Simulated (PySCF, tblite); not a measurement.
# C4H8OSi2: a rotation path, then NMR shifts on frames, part 2 of 2

tblite 0.8.0 and PySCF 2.14.0. Atoms count from 0. The steps go on from the part before.

## Step 5: Shielding tensors: image 4, PBE0/pcSseg-1

The job: settings as JSON, then the geometry in Å.

```
{"job": {"kind": "nmr", "xc": "PBE0", "basis": "pcSseg-1", "pop": false}, "charge": 0, "multiplicity": 1}
Si     2.767500     0.208400     0.400800
O      1.508900    -0.285600    -0.485300
C      0.174500    -0.250600    -0.294100
C     -0.526700    -1.216900     0.319000
C     -1.956400    -0.982800     0.397900
C     -2.423600     0.160500    -0.124000
Si    -0.999800     1.134300    -0.871600
H      3.855800    -0.217700    -0.462500
H      2.723900     1.659100     0.599800
H      2.765900    -0.441300     1.712500
H     -0.086200    -2.109500     0.739700
H     -2.581200    -1.721200     0.879800
H     -3.472200     0.406300    -0.110300
H     -0.699200     2.410600    -0.223300
H     -1.055400     1.254300    -2.327600
```

Level: GIAO PBE0/pcSseg-1 NMR shielding, non-relativistic, gas phase.

Output:

```text
coarse grid: 13640 points
cycle   1  E = -810.7146459393  dE =  9.895e-01  |g| = 6.585e-01  |ddm| = 3.653e+00
cycle   2  E = -810.6290770609  dE =  8.557e-02  |g| = 9.424e-01  |ddm| = 1.241e+00
cycle   3  E = -810.7982214711  dE = -1.691e-01  |g| = 1.103e-01  |ddm| = 8.032e-01
cycle   4  E = -810.7999726738  dE = -1.751e-03  |g| = 5.562e-02  |ddm| = 1.367e-01
cycle   5  E = -810.8007383684  dE = -7.657e-04  |g| = 1.757e-02  |ddm| = 6.423e-02
cycle   6  E = -810.8008135571  dE = -7.519e-05  |g| = 3.951e-03  |ddm| = 1.793e-02
cycle   7  E = -810.8008175013  dE = -3.944e-06  |g| = 4.524e-04  |ddm| = 4.394e-03
final grid: 122872 points
cycle   8  E = -810.8516292934  dE = -1.489e-05  |g| = 9.036e-03  |ddm| = 2.389e-02
cycle   9  E = -810.8516048159  dE =  2.448e-05  |g| = 1.429e-02  |ddm| = 1.737e-02
cycle  10  E = -810.8516450697  dE = -4.025e-05  |g| = 1.595e-03  |ddm| = 1.172e-02
cycle  11  E = -810.8516456792  dE = -6.095e-07  |g| = 3.276e-04  |ddm| = 1.641e-03
cycle  12  E = -810.8516457013  dE = -2.207e-08  |g| = 1.079e-04  |ddm| = 3.251e-04
cycle  13  E = -810.8516457041  dE = -2.879e-09  |g| = 2.407e-05  |ddm| = 1.160e-04
cycle  14  E = -810.8516457043  dE = -1.442e-10  |g| = 6.802e-06  |ddm| = 3.129e-05
converged SCF energy = -810.8516457043

GIAO shielding tensors (ppm)
atom      isotropic    diamagn.    paramagn.     s11        s22        s33       span
  0 Si     387.050     880.507    -493.457    340.741    354.582    465.826    125.085
  1 O      240.396     398.700    -158.304    149.220    211.609    360.359    211.139
  2 C        9.995     255.365    -245.370    -86.676     28.092     88.570    175.247
  3 C       53.081     255.338    -202.257    -54.764     77.115    136.893    191.657
  4 C       29.918     254.286    -224.369    -91.035     34.793    145.994    237.030
  5 C       66.918     261.059    -194.141    -37.935     72.102    166.587    204.522
  6 Si     413.275     881.409    -468.134    374.035    401.362    464.428     90.393
  7 H       26.708      29.207      -2.498     23.598     24.894     31.634      8.036
  8 H       26.744      29.768      -3.023     23.323     25.759     31.150      7.827
  9 H       26.769      29.846      -3.078     23.479     25.477     31.350      7.871
 10 H       25.286      32.898      -7.612     21.967     24.599     29.293      7.325
 11 H       24.550      30.178      -5.628     22.476     23.796     27.379      4.903
 12 H       26.210      29.757      -3.547     25.322     25.798     27.511      2.189
 13 H       27.190      29.463      -2.273     23.857     25.674     32.039      8.181
 14 H       27.242      28.742      -1.500     24.135     25.153     32.438      8.304
```

Wall time 31 s (1 thread of Arm Neoverse N1, shared host); peak memory 0.81 GiB.

This run: δ C2 176.9, C4 157.0, C3 133.8, C5 120.0, H11 7.17, H10 6.43 ppm.

## Step 6: Nuclear shieldings: image 6, PBE0/pcSseg-1

The job: settings as JSON, then the geometry in Å.

```
{"job": {"kind": "nmr", "xc": "PBE0", "basis": "pcSseg-1", "pop": false}, "charge": 0, "multiplicity": 1}
Si     2.781700     0.006000     0.468600
O      1.501800     0.123600    -0.522600
C      0.176800    -0.010700    -0.320900
C     -0.410100    -0.934700     0.456200
C     -1.856900    -0.858700     0.514200
C     -2.452100     0.120400    -0.182700
Si    -1.148100     1.112900    -1.105500
H      3.851800     0.168900    -0.500200
H      2.717000     1.079000     1.462200
H      2.838400    -1.274600     1.174000
H      0.129100    -1.687200     1.013900
H     -2.393600    -1.573100     1.122300
H     -3.521900     0.244000    -0.191200
H     -0.998500     2.503400    -0.676800
H     -1.219600     0.988900    -2.560700
```

Method: GIAO PBE0/pcSseg-1 NMR shielding, non-relativistic, gas phase.

Output:

```text
coarse grid: 13640 points
cycle   1  E = -810.7179719352  dE =  9.852e-01  |g| = 6.511e-01  |ddm| = 3.654e+00
cycle   2  E = -810.6389287315  dE =  7.904e-02  |g| = 9.203e-01  |ddm| = 1.233e+00
cycle   3  E = -810.7995872170  dE = -1.607e-01  |g| = 1.161e-01  |ddm| = 7.894e-01
cycle   4  E = -810.8016896274  dE = -2.102e-03  |g| = 5.511e-02  |ddm| = 1.431e-01
cycle   5  E = -810.8024425527  dE = -7.529e-04  |g| = 1.715e-02  |ddm| = 6.390e-02
cycle   6  E = -810.8025133374  dE = -7.078e-05  |g| = 4.019e-03  |ddm| = 1.764e-02
cycle   7  E = -810.8025173699  dE = -4.032e-06  |g| = 5.909e-04  |ddm| = 4.440e-03
final grid: 122872 points
cycle   8  E = -810.8532611068  dE = -1.416e-05  |g| = 9.393e-03  |ddm| = 2.281e-02
cycle   9  E = -810.8532322719  dE =  2.883e-05  |g| = 1.516e-02  |ddm| = 1.834e-02
cycle  10  E = -810.8532783093  dE = -4.604e-05  |g| = 1.721e-03  |ddm| = 1.267e-02
cycle  11  E = -810.8532790273  dE = -7.180e-07  |g| = 3.363e-04  |ddm| = 1.763e-03
cycle  12  E = -810.8532790505  dE = -2.314e-08  |g| = 1.066e-04  |ddm| = 3.225e-04
cycle  13  E = -810.8532790533  dE = -2.780e-09  |g| = 2.704e-05  |ddm| = 1.180e-04
cycle  14  E = -810.8532790534  dE = -1.794e-10  |g| = 9.577e-06  |ddm| = 3.586e-05
converged SCF energy = -810.8532790534

GIAO shielding tensors (ppm)
atom      isotropic    diamagn.    paramagn.     s11        s22        s33       span
  0 Si     393.139     880.420    -487.281    352.026    362.270    465.122    113.096
  1 O      245.201     397.763    -152.563    161.139    203.276    371.187    210.048
  2 C        8.928     254.802    -245.874    -87.920     25.868     88.836    176.757
  3 C       58.758     257.916    -199.158    -48.189     79.870    144.594    192.784
  4 C       30.416     253.617    -223.201    -90.264     35.891    145.619    235.882
  5 C       68.361     260.940    -192.579    -36.743     74.463    167.362    204.105
  6 Si     407.084     881.181    -474.097    366.016    395.353    459.884     93.868
  7 H       26.834      29.173      -2.340     23.316     25.413     31.772      8.457
  8 H       26.837      29.761      -2.924     23.566     25.521     31.424      7.857
  9 H       26.545      29.883      -3.338     23.098     25.447     31.090      7.993
 10 H       25.386      34.003      -8.616     22.782     24.025     29.352      6.569
 11 H       24.601      30.417      -5.816     22.599     23.823     27.381      4.782
 12 H       26.282      29.687      -3.405     25.306     25.792     27.749      2.444
 13 H       27.264      29.057      -1.793     24.134     25.459     32.199      8.065
 14 H       27.155      28.634      -1.479     24.112     25.128     32.224      8.112
```

Run time: 31 s. Hardware: 1 thread of Arm Neoverse N1, shared host; peak memory 0.82 GiB.

Key values: δ C2 178.0, C4 156.5, C3 128.2, C5 118.6, H11 7.12, H10 6.33 ppm.

## Step 7: Shielding tensors: image 8, PBE0/pcSseg-1

The job: settings as JSON, then the geometry in Å.

```
{"job": {"kind": "nmr", "xc": "PBE0", "basis": "pcSseg-1", "pop": false}, "charge": 0, "multiplicity": 1}
Si     2.805700    -0.130500     0.421400
O      1.479200     0.439300    -0.328300
C      0.164400     0.197100    -0.189600
C     -0.397900    -0.655000     0.683100
C     -1.845000    -0.730000     0.628000
C     -2.466700     0.045600    -0.273300
Si    -1.189000     1.039600    -1.232400
H      3.813300     0.624300    -0.306100
H      2.772400     0.172300     1.853700
H      2.927600    -1.579900     0.249500
H      0.166200    -1.253200     1.384300
H     -2.361500    -1.397600     1.304100
H     -3.538300     0.051700    -0.381100
H     -1.245400     2.484300    -1.010900
H     -1.089500     0.699900    -2.651800
```

With the program's defaults for keys left out, this is: GIAO PBE0/pcSseg-1 NMR shielding, non-relativistic, gas phase.

Output:

```text
coarse grid: 13640 points
cycle   1  E = -810.7204483064  dE =  9.815e-01  |g| = 6.464e-01  |ddm| = 3.656e+00
cycle   2  E = -810.6422932977  dE =  7.816e-02  |g| = 9.138e-01  |ddm| = 1.275e+00
cycle   3  E = -810.8011504103  dE = -1.589e-01  |g| = 1.173e-01  |ddm| = 8.223e-01
cycle   4  E = -810.8033198745  dE = -2.169e-03  |g| = 5.517e-02  |ddm| = 1.459e-01
cycle   5  E = -810.8040785828  dE = -7.587e-04  |g| = 1.666e-02  |ddm| = 6.465e-02
cycle   6  E = -810.8041448302  dE = -6.625e-05  |g| = 4.079e-03  |ddm| = 1.710e-02
cycle   7  E = -810.8041489687  dE = -4.139e-06  |g| = 6.136e-04  |ddm| = 4.392e-03
final grid: 122872 points
cycle   8  E = -810.8552010364  dE = -1.482e-05  |g| = 9.542e-03  |ddm| = 2.329e-02
cycle   9  E = -810.8551705377  dE =  3.050e-05  |g| = 1.550e-02  |ddm| = 1.889e-02
cycle  10  E = -810.8552188463  dE = -4.831e-05  |g| = 1.780e-03  |ddm| = 1.324e-02
cycle  11  E = -810.8552196160  dE = -7.697e-07  |g| = 3.388e-04  |ddm| = 1.833e-03
cycle  12  E = -810.8552196394  dE = -2.337e-08  |g| = 1.080e-04  |ddm| = 3.203e-04
cycle  13  E = -810.8552196422  dE = -2.810e-09  |g| = 2.935e-05  |ddm| = 1.219e-04
cycle  14  E = -810.8552196424  dE = -2.151e-10  |g| = 9.550e-06  |ddm| = 4.007e-05
converged SCF energy = -810.8552196424

GIAO shielding tensors (ppm)
atom      isotropic    diamagn.    paramagn.     s11        s22        s33       span
  0 Si     392.403     880.309    -487.906    353.232    356.364    467.613    114.382
  1 O      232.103     397.073    -164.970    133.808    188.713    373.789    239.980
  2 C        9.138     253.928    -244.790    -87.485     23.922     90.975    178.460
  3 C       62.009     259.853    -197.844    -35.585     81.170    140.442    176.028
  4 C       30.460     253.158    -222.698    -89.969     36.103    145.245    235.214
  5 C       68.501     261.052    -192.551    -37.354     76.392    166.463    203.817
  6 Si     406.414     881.190    -474.775    366.307    394.466    458.470     92.163
  7 H       26.822      29.079      -2.257     22.987     25.723     31.754      8.767
  8 H       26.701      29.753      -3.052     23.917     24.924     31.262      7.345
  9 H       26.696      29.758      -3.062     23.911     24.919     31.258      7.347
 10 H       25.747      34.548      -8.801     23.006     24.646     29.589      6.583
 11 H       24.613      30.409      -5.796     22.708     23.798     27.334      4.626
 12 H       26.256      29.684      -3.428     25.418     25.635     27.715      2.297
 13 H       27.199      28.815      -1.617     24.127     25.246     32.224      8.097
 14 H       27.197      28.817      -1.620     24.125     25.244     32.221      8.096
```

Wall time 32 s (1 thread of Arm Neoverse N1, shared host); peak memory 0.82 GiB.

In short: δ C2 177.8, C4 156.5, C3 124.9, C5 118.4, H11 7.10, H10 5.97 ppm.

## Step 8: Comparing the runs: NMR shifts

Shifts (ppm) of some atoms, chosen among heavy atoms and hydrogens apart, with basis size and wall time:

| frame | C2 | C3 | H10 | H9 | Si0 | Si6 | O1 | functions | time |
| --- | --- | --- | --- | --- | --- | --- | --- | --- | --- |
| image 0 | 174.0 | 131.6 | 6.39 | 5.02 | -38.3 | -67.9 | 107.3 | 173 | 32 s |
| image 2 | 174.7 | 133.1 | 6.45 | 4.93 | -37.6 | -65.4 | 105.2 | 173 | 31 s |
| image 4 | 176.9 | 133.8 | 6.43 | 4.95 | -37.9 | -64.1 | 95.7 | 173 | 31 s |
| image 6 | 178.0 | 128.2 | 6.33 | 5.17 | -44.0 | -57.9 | 90.9 | 173 | 31 s |
| image 8 | 177.8 | 124.9 | 5.97 | 5.02 | -43.2 | -57.3 | 104.0 | 173 | 32 s |

## Step 9: Summary of results

What follows sums up all 2 parts.

| quantity | value |
| --- | --- |
| barrier | 0.073 eV (1.7 kcal/mol) at image 4 |
| end to end (GFN2-xTB) | 0.010 eV |
| 13C shifts against TMS (PBE0/pcSseg-1, image 0) | 174.0, 158.5, 131.6, 116.6 ppm |
| 1H shifts against TMS (PBE0/pcSseg-1, image 0) | 7.25, 6.39, 5.38, 5.02, 5.02, 5.02, 4.59, 4.58 ppm |
| 29Si shifts against TMS (PBE0/pcSseg-1, image 0) | -38.3, -67.9 ppm |
| 17O shifts against H2O (PBE0/pcSseg-1, image 0) | 107.3 ppm |
| range of the shift of O1 | 90.9 to 107.3 ppm |

What this shows: Along the band the dihedral turns by 180°, and the top (dihedral 92°) lies 1.7 kcal/mol above the start (GFN2-xTB, rough), so at room temperature this motion is fast. Ends this close can change order at a higher level. The top was not checked by a frequency run. Shifts at one fixed geometry are not the observed spectrum, which averages over the motion. In the first frame run (image 0): The widest tensor belongs to O1: span 274 ppm, with a paramagnetic part of -167 ppm. In ppm, O1 moves most: its shift spreads over 16.4 ppm, from 90.9 (image 6) to 107.3 (image 0).
